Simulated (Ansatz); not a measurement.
# SiH2Cl2 + H2O: a complex and its separated parts, part 2 of 2

Ansatz 0.2.0, Gaussian basis. The steps go on from the part before.

## (14) wB97X-V/def2-TZVPP

The inputs:

parta/in.yaml

```yaml
crystal:
  periodic: [false, false, false]
  atoms:
    - {symbol: Si, position_ang: [-0.472285, -0.749029, -0.665878]}
    - {symbol: Cl, position_ang: [-1.337786, -2.131254, -1.891614]}
    - {symbol: Cl, position_ang: [-1.887847, 0.127102, 0.514055]}
    - {symbol: H, position_ang: [0.149658, 0.294594, -1.503065]}
    - {symbol: H, position_ang: [0.499881, -1.438407, 0.203894]}
basis:
  gaussian: {orbitals: def2-TZVPP}
hamiltonian: {xc: {name: wB97X-V}}
```

partb/in.yaml

```yaml
crystal:
  periodic: [false, false, false]
  atoms:
    - {symbol: O, position_ang: [1.187827, 1.076208, 0.845555]}
    - {symbol: H, position_ang: [1.050604, 0.870833, 1.772782]}
    - {symbol: H, position_ang: [0.809949, 1.949854, 0.724272]}
basis:
  gaussian: {orbitals: def2-TZVPP}
hamiltonian: {xc: {name: wB97X-V}}
```

Each run has its own folder and the same command.

Run with:

```bash
$ ansatz run in.yaml --threads 4 --pin off --events-out ev --progress --plain --max-ram 9574MiB
```

parta printed, shortened:

```text
Functional definition: wB97X-V
  name "wB97X-V"
  cite "Mardirossian & Head-Gordon, Phys. Chem. Chem. Phys. 16, 9904 (2014) doi:10.1039/C3CP54374A"
  cite "Becke, J. Chem. Phys. 107, 8554 (1997) doi:10.1063/1.475007"
  cite "Vydrov & Van Voorhis, J. Chem. Phys. 133, 244103 (2010) doi:10.1063/1.3521275"
[...]
      + integral(e_c_pw_opposite_spin*poly(b97_u_opposite, cos0, cos1)) + vv10(b, c)
1029 factors; their error is unknown
175 factors; integrals over basis functions are off by at most 3.3e-5 eV
[...]
mean field -32954.30096442 eV, -1211.0482232150 hartree, gradient 2.5e-5 eV, S^2 0.000000; 0 other end points of the search recorded, 0 dependent functions left out
reference -32954.30096280 eV, -1211.0482231556 hartree; 25, 25 occupied and 129, 129 virtual orbitals, 1029 factors
Total energy: -32954.30096280 eV, -1211.0482231556 hartree
```

partb printed, shortened:

```text
[... 5 set-up lines as earlier in the session ...]
[...]
      + integral(e_c_pw_opposite_spin*poly(b97_u_opposite, cos0, cos1)) + vv10(b, c)
269 factors; their error is unknown
69 factors; integrals over basis functions are off by at most 2.2e-5 eV
[...]
mean field -2079.88765440 eV, -76.4344615006 hartree, gradient 2.2e-5 eV, S^2 0.000000; 0 other end points of the search recorded, 0 dependent functions left out
reference -2079.88765350 eV, -76.4344614677 hartree; 5, 5 occupied and 54, 54 virtual orbitals, 269 factors
Total energy: -2079.88765350 eV, -76.4344614677 hartree
```

They took 2.7 s (parta), 0.35 s (partb) on 4 threads of Arm Neoverse V2, shared host.

## (15) wB97M-V/def2-TZVPP

The same edit goes into each in.yaml of step 14 (parta, partb):

```diff
-hamiltonian: {xc: {name: wB97X-V}}
+hamiltonian: {xc: {name: wB97M-V}}
```

Each run has its own folder and the same command.

Run with:

```bash
$ ansatz run in.yaml --threads 4 --pin off --events-out ev --progress --plain --max-ram 9574MiB
```

Output in parta, shortened:

```text
Functional definition: wB97M-V
  name "wB97M-V"
  cite "Mardirossian & Head-Gordon, J. Chem. Phys. 144, 214110 (2016) doi:10.1063/1.4952647"
[... 2 set-up lines as earlier in the session ...]
  # Of w^i u^j: cxij and so on, Table III.
[...]
  gx(w, u) = 1 - cx + cx01*u + cx10*w
[...]
      + integral(e_c_pw_mod_opposite_spin*gos(b97_w_opposite, b97_u_opposite)) + vv10(b, c)
1029 factors; their error is unknown
175 factors; integrals over basis functions are off by at most 3.3e-5 eV
[...]
mean field -32957.38228288 eV, -1211.1614595799 hartree, gradient 2.2e-5 eV, S^2 0.000000; 0 other end points of the search recorded, 0 dependent functions left out
reference -32957.38232216 eV, -1211.1614610234 hartree; 25, 25 occupied and 129, 129 virtual orbitals, 1029 factors
Total energy: -32957.38232216 eV, -1211.1614610234 hartree
```

Output in partb, shortened:

```text
[... 5 set-up lines as earlier in the session ...]
  # Of w^i u^j: cxij and so on, Table III.
[...]
  gx(w, u) = 1 - cx + cx01*u + cx10*w
[...]
      + integral(e_c_pw_mod_opposite_spin*gos(b97_w_opposite, b97_u_opposite)) + vv10(b, c)
269 factors; their error is unknown
69 factors; integrals over basis functions are off by at most 2.2e-5 eV
[...]
mean field -2079.85935370 eV, -76.4334214691 hartree, gradient 2.9e-5 eV, S^2 0.000000; 0 other end points of the search recorded, 0 dependent functions left out
reference -2079.85937571 eV, -76.4334222779 hartree; 5, 5 occupied and 54, 54 virtual orbitals, 269 factors
Total energy: -2079.85937571 eV, -76.4334222779 hartree
```

Wall times: 3.1 s (parta), 0.35 s (partb) on 4 threads of Arm Neoverse V2, shared host.

## (16) B2PLYP/def2-TZVPP

Each input of step 15 (parta, partb) changes in the same lines:

```diff
-hamiltonian: {xc: {name: wB97M-V}}
+hamiltonian: {xc: {name: B2PLYP}}
```

Each run has its own folder and the same command.

Run with:

```bash
$ ansatz run in.yaml --threads 4 --pin off --events-out ev --progress --plain --max-ram 9574MiB
```

parta printed, shortened:

```text
Functional definition: B2PLYP
  name "B2PLYP"
  cite "Grimme, J. Chem. Phys. 124, 034108 (2006) doi:10.1063/1.2148954"
[... 2 set-up lines as earlier in the session ...]
[...]
895 factors; integrals over basis functions are off by at most 7.0e-4 eV
[...]
mean field -32944.41584295 eV, -1210.6849517014 hartree, gradient 9.5e-6 eV, S^2 0.000000; 0 other end points of the search recorded, 0 dependent functions left out
15 core orbitals not correlated: weight in the atoms' cores, before any rotation towards them, 1.000 or more for the frozen orbitals, at most 0.000 for the correlated occupied ones
reference -32944.41600161 eV, -1210.6849575320 hartree; 10, 10 occupied and 129, 129 virtual orbitals, 895 factors
second order -16.57666050 eV of doubles, -0.00000000 eV of singles
Total energy: -32948.89169995 eV, -1210.8494364121 hartree
```

Output in partb, shortened:

```text
[... 5 set-up lines as earlier in the session ...]
[...]
361 factors; integrals over basis functions are off by at most 7.6e-4 eV
[...]
mean field -2077.03830877 eV, -76.3297499803 hartree, gradient 8.4e-7 eV, S^2 0.000000; 0 other end points of the search recorded, 0 dependent functions left out
1 core orbitals not correlated: weight in the atoms' cores, before any rotation towards them, 1.000 or more for the frozen orbitals, at most 0.000 for the correlated occupied ones
reference -2077.03839379 eV, -76.3297531046 hartree; 4, 4 occupied and 54, 54 virtual orbitals, 361 factors
second order -8.41846940 eV of doubles, -0.00000000 eV of singles
Total energy: -2079.31138053 eV, -76.4132838264 hartree
```

They took 1.6 s (parta), 0.25 s (partb) on 4 threads of Arm Neoverse V2, shared host.

## (17) PBE-QIDH/def2-TZVPP

The same edit goes into each in.yaml of step 16 (parta, partb):

```diff
-hamiltonian: {xc: {name: B2PLYP}}
+hamiltonian: {xc: {name: PBE-QIDH}}
```

Each run has its own folder and the same command.

Run with:

```bash
$ ansatz run in.yaml --threads 4 --pin off --events-out ev --progress --plain --max-ram 9574MiB
```

parta printed, shortened:

```text
Functional definition: PBE-QIDH
  name "PBE-QIDH"
  cite "Brémond, Sancho-García, Pérez-Jiménez & Adamo, J. Chem. Phys. 141, 031101 (2014) doi:10.1063/1.4890314"
[... 1 set-up line as earlier in the session ...]
[...]
895 factors; integrals over basis functions are off by at most 7.0e-4 eV
[...]
mean field -32935.76249572 eV, -1210.3669470560 hartree, gradient 5.1e-6 eV, S^2 0.000000; 0 other end points of the search recorded, 0 dependent functions left out
15 core orbitals not correlated: weight in the atoms' cores, before any rotation towards them, 1.000 or more for the frozen orbitals, at most 0.000 for the correlated occupied ones
reference -32935.76250696 eV, -1210.3669474691 hartree; 10, 10 occupied and 129, 129 virtual orbitals, 895 factors
second order -15.39283001 eV of doubles, -0.00000000 eV of singles
Total energy: -32940.89345030 eV, -1210.5555061588 hartree
```

partb printed, shortened:

```text
[... 4 set-up lines as earlier in the session ...]
[...]
361 factors; integrals over basis functions are off by at most 7.6e-4 eV
[...]
mean field -2075.58438752 eV, -76.2763193597 hartree, gradient 2.2e-6 eV, S^2 0.000000; 0 other end points of the search recorded, 0 dependent functions left out
1 core orbitals not correlated: weight in the atoms' cores, before any rotation towards them, 1.000 or more for the frozen orbitals, at most 0.000 for the correlated occupied ones
reference -2075.58439301 eV, -76.2763195615 hartree; 4, 4 occupied and 54, 54 virtual orbitals, 361 factors
second order -7.85877097 eV of doubles, -0.00000000 eV of singles
Total energy: -2078.20398333 eV, -76.3725877303 hartree
```

Times: 1.6 s (parta), 0.2 s (partb) on 4 threads of Arm Neoverse V2, shared host.

## (18) RPA on PBE/def2-TZVPP

The same edit goes into each in.yaml of step 17 (parta, partb):

```diff
-hamiltonian: {xc: {name: PBE-QIDH}}
+hamiltonian: {xc: pbe}
+correlation: {method: rpa}
```

The same command starts each run, in its folder.

Run with:

```bash
$ ansatz run in.yaml --threads 4 --pin off --events-out ev --progress --plain --max-ram 9574MiB
```

parta printed, shortened:

```text
[... 4 set-up lines as earlier in the session ...]
[...]
895 factors; integrals over basis functions are off by at most 7.0e-4 eV
[...]
mean field -32944.78014884 eV, -1210.6983396959 hartree, gradient 1.8e-6 eV, S^2 0.000000; 0 other end points of the search recorded, 0 dependent functions left out
15 core orbitals not correlated: weight in the atoms' cores, before any rotation towards them, 1.000 or more for the frozen orbitals, at most 0.000 for the correlated occupied ones
reference -32903.96011655 eV, -1209.1982311780 hartree; 10, 10 occupied and 129, 129 virtual orbitals, 895 factors
Total energy: -32927.22658285 eV, -1210.0532580441 hartree
```

Output in partb, shortened:

```text
[... 4 set-up lines as earlier in the session ...]
[...]
361 factors; integrals over basis functions are off by at most 7.6e-4 eV
[...]
mean field -2078.40748481 eV, -76.3800662717 hartree, gradient 2.1e-6 eV, S^2 0.000000; 0 other end points of the search recorded, 0 dependent functions left out
1 core orbitals not correlated: weight in the atoms' cores, before any rotation towards them, 1.000 or more for the frozen orbitals, at most 0.000 for the correlated occupied ones
reference -2069.53706392 eV, -76.0540843166 hartree; 4, 4 occupied and 54, 54 virtual orbitals, 361 factors
Total energy: -2080.48245588 eV, -76.4563200520 hartree
```

Times: 1.4 s (parta), 0.2 s (partb) on 4 threads of Arm Neoverse V2, shared host.

## (19) CCSD(T)/def2-TZVPP

The same edit goes into each in.yaml of step 18 (parta, partb):

```diff
-hamiltonian: {xc: pbe}
-correlation: {method: rpa}
+correlation: {method: ccsd_t}
```

The same command starts each run, in its folder.

Run with:

```bash
$ ansatz run in.yaml --threads 4 --pin off --events-out ev --progress --plain --max-ram 9574MiB
```

parta printed, shortened:

```text
Functional definition: HF
  name "HF"
  cite "Fock, Z. Phys. 61, 126 (1930) doi:10.1007/BF01340294"
[... 1 set-up line as earlier in the session ...]
[...]
895 factors; integrals over basis functions are off by at most 7.0e-4 eV
[...]
mean field -32905.04946170 eV, -1209.2382638741 hartree, gradient 3.6e-6 eV, S^2 0.000000; 0 other end points of the search recorded, 0 dependent functions left out
15 core orbitals not correlated: weight in the atoms' cores, before any rotation towards them, 1.000 or more for the frozen orbitals, at most 0.000 for the correlated occupied ones
reference -32905.04946170 eV, -1209.2382638741 hartree; 10, 10 occupied and 129, 129 virtual orbitals, 895 factors
second order -13.60627450 eV of doubles, -0.00000000 eV of singles
cycle   1  -14.47395213 eV  change   -8.7e-1 eV  update   7.1e-2
[...]
cycle   8  -14.84732324 eV  change   -1.3e-5 eV  update   1.6e-5
perturbative correction -0.59987491 eV, -0.0220449962 hartree
Total energy: -32920.49665985 eV, -1209.8059379355 hartree
```

Output in partb, shortened:

```text
[... 4 set-up lines as earlier in the session ...]
[...]
361 factors; integrals over basis functions are off by at most 7.6e-4 eV
[...]
mean field -2069.76248643 eV, -76.0623684409 hartree, gradient 3.6e-6 eV, S^2 0.000000; 0 other end points of the search recorded, 0 dependent functions left out
1 core orbitals not correlated: weight in the atoms' cores, before any rotation towards them, 1.000 or more for the frozen orbitals, at most 0.000 for the correlated occupied ones
reference -2069.76248643 eV, -76.0623684409 hartree; 4, 4 occupied and 54, 54 virtual orbitals, 361 factors
second order -7.10539559 eV of doubles, -0.00000000 eV of singles
cycle   1  -7.11149995 eV  change   -6.1e-3 eV  update   4.1e-2
[...]
cycle   8  -7.26593389 eV  change    3.4e-6 eV  update   7.2e-6
perturbative correction -0.20738320 eV, -0.0076211922 hartree
Total energy: -2077.23580353 eV, -76.3370077787 hartree
```

They took 3.5 s (parta), 0.2 s (partb) on 4 threads of Arm Neoverse V2, shared host; peak memory 0.69 GiB.

## (20) Vibrations of SiH2Cl2

vib-parta/in.yaml

```yaml
crystal:
  periodic: [false, false, false]
  atoms:
    - {symbol: Si, position_ang: [-0.472285, -0.749029, -0.665878]}
    - {symbol: Cl, position_ang: [-1.337786, -2.131254, -1.891614]}
    - {symbol: Cl, position_ang: [-1.887847, 0.127102, 0.514055]}
    - {symbol: H, position_ang: [0.149658, 0.294594, -1.503065]}
    - {symbol: H, position_ang: [0.499881, -1.438407, 0.203894]}
basis:
  gaussian: {orbitals: def2-TZVP}
hamiltonian: {xc: pbe0, dispersion: d4}
phonons: {temperatures: {t_min: 298.15, t_max: 900, t_step: 200}}
```

Run with:

```bash
$ ansatz run in.yaml --threads 4 --pin off --events-out ev --progress --plain --max-ram 9574MiB
```

What it wrote, shortened:

```text
[... 5 set-up lines as earlier in the session ...]
[...]
892 factors; their error is unknown
[...]
mean field -32947.64892963 eV, -1210.8037654454 hartree, gradient 6.1e-5 eV, S^2 0.000000; 0 other end points of the search recorded, 0 dependent functions left out
[...]
Atom 2 at    -1.887847     0.127102     0.514055 Å, force     0.001557    -0.001759    -0.002106 eV/Å
Atom 3 at     0.149658     0.294594    -1.503065 Å, force     0.001370    -0.000573     0.000195 eV/Å
Atom 4 at     0.499881    -1.438407     0.203894 Å, force     0.001160     0.000463    -0.000825 eV/Å
Dipole moment:     0.233813     0.051538     0.004353 e Å
Vibrations: 185.43 529.24 591.97 593.42 706.67 870.40 950.24 2272.27 2286.09 cm⁻¹, zero-point energy 0.557044 eV
```

It took 13 s on 4 threads of Arm Neoverse V2, shared host.

The modes, with what each moves most:

```csv
mode,wavenumber (cm⁻¹),character
1,185,bend
2,529,Si–Cl stretch
3,592,Si–Cl stretch
4,593,bend
5,707,bend
6,870,bend
7,950,bend
8,2272,Si–H stretch
9,2286,Si–H stretch
```

Vibrational sums (real modes only):

```csv
T (K),entropy (J/mol/K),heat capacity (J/mol/K)
298,18.2,29.0
498,37.3,44.7
698,53.8,53.4
898,68.0,59.0
```

## (21) Vibrations of H2O

vib-partb/in.yaml

```yaml
crystal:
  periodic: [false, false, false]
  atoms:
    - {symbol: O, position_ang: [1.187827, 1.076208, 0.845555]}
    - {symbol: H, position_ang: [1.050604, 0.870833, 1.772782]}
    - {symbol: H, position_ang: [0.809949, 1.949854, 0.724272]}
basis:
  gaussian: {orbitals: def2-TZVP}
hamiltonian: {xc: pbe0, dispersion: d4}
phonons: {temperatures: {t_min: 298.15, t_max: 900, t_step: 200}}
```

Run with:

```bash
$ ansatz run in.yaml --threads 4 --pin off --events-out ev --progress --plain --max-ram 9574MiB
```

What it wrote, shortened:

```text
[... 5 set-up lines as earlier in the session ...]
[...]
239 factors; their error is unknown
[...]
mean field -2078.33307516 eV, -76.3773317672 hartree, gradient 1.2e-5 eV, S^2 0.000000; 0 other end points of the search recorded, 0 dependent functions left out
[...]
Total energy: -2078.33734460 eV, -76.3774886663 hartree
Atom 0 at     1.187827     1.076208     0.845555 Å, force     0.002678    -0.003475    -0.004191 eV/Å
Atom 1 at     1.050604     0.870833     1.772782 Å, force    -0.001837     0.003969    -0.000074 eV/Å
Atom 2 at     0.809949     1.949854     0.724272 Å, force    -0.000841    -0.000495     0.004264 eV/Å
Dipole moment:    -0.189976     0.246467     0.297242 e Å
Vibrations: 1622.33 3851.59 3959.76 cm⁻¹, zero-point energy 0.584814 eV
```

Wall time 0.55 s (4 threads of Arm Neoverse V2, shared host).

The modes, with what each moves most:

```csv
mode,wavenumber (cm⁻¹),character
1,1622,bend
2,3852,O–H stretch
3,3960,O–H stretch
```

Vibrational sums (real modes only):

```csv
T (K),entropy (J/mol/K),heat capacity (J/mol/K)
298,0.0,0.2
498,0.4,1.7
698,1.4,3.9
898,2.6,6.1
```

## (22) Complex less separated parts

The complex's own energies come from single points at the same levels.

Rows are in def2-TZVPP; times add the 3 runs of a level on a shared host, so small differences are noise.

Differences are taken before rounding.

```csv
method,rung,complex less parts (kJ/mol),from CCSD(T) (kJ/mol),time
SPW92,LDA,-30.6,-15.0,1.4 s
PBE-D4,GGA,-19.9,-4.3,2.2 s
BLYP-D4,GGA,-17.9,-2.3,2.2 s
r2SCAN-D4,meta-GGA,-19.3,-3.8,5.1 s
B97M-V,meta-GGA,-18.7,-3.2,9.6 s
PBE0-D4,hybrid,-18.4,-2.9,3.5 s
B3LYP-D4,hybrid,-17.7,-2.2,3.3 s
r2SCAN0-D4,hybrid,-18.8,-3.3,6.1 s
BHLYP-D4,hybrid,-18.3,-2.7,3 s
CAM-B3LYP-D4,range-separated hybrid,-18.9,-3.4,3.6 s
wB97X-V,range-separated hybrid,-18.8,-3.2,8 s
wB97M-V,range-separated hybrid,-20.6,-5.0,9.5 s
B2PLYP,double hybrid,-13.0,+2.6,5.1 s
PBE-QIDH,double hybrid,-15.5,+0.1,5.2 s
RPA on PBE,RPA,-12.4,+3.2,4.7 s
Hartree-Fock,wavefunction,-4.5,+11.0,
MP2,wavefunction,-16.3,-0.8,
CCSD,wavefunction,-13.8,+1.7,
CCSD(T),wavefunction,-15.6,0,57 s
```

Among the levels timed on like hardware and quicker than the yardstick, those that no quicker one beats, quickest first: SPW92 (1.4 s, -15.0 kJ/mol); PBE-D4 (2.2 s, -4.3 kJ/mol); BLYP-D4 (2.2 s, -2.3 kJ/mol); B3LYP-D4 (3.3 s, -2.2 kJ/mol); PBE-QIDH (5.2 s, +0.1 kJ/mol).

For cost: PBE-QIDH gets within 0.1 kJ/mol in 5.2 s, where CCSD(T) took 57 s; the quickest level in the cost chart, SPW92, takes 1.4 s and misses by 15.0 kJ/mol.

The complex's zero-point energy, from a separate PBE0-D4 run, is 1.198 eV.

## (23) Outcome

This closing draws on all 2 parts.

| quantity | value |
| --- | --- |
| complex less parts, CCSD(T)/def2-TZVPP | -15.6 kJ/mol |
| with zero-point energy | -10.1 kJ/mol |
| largest T1 diagnostic | 0.009 |

What this shows: At CCSD(T) the complex lies 15.6 kJ/mol below its parts. PBE-QIDH is the best functional here (+0.1 kJ/mol from CCSD(T)); SPW92 is the worst (-15.0 kJ/mol). By rung, the mean size of the error is: LDA 15.0, GGA 3.3, meta-GGA 3.5, hybrid 2.7, range-separated hybrid 3.9, double hybrid 1.3 kJ/mol. PBE-D4 gives a relative energy 4.3 kJ/mol too low, outside chemical accuracy (1 kcal/mol, 4.2 kJ/mol). The complex's frequency run has imaginary modes: the structure is no minimum, so both the energy and the zero-point correction are in doubt. No counterpoise was applied, and triple zeta lacks some correlation, so the CCSD(T) reference has a basis error of its own, and close matches with it are partly luck.
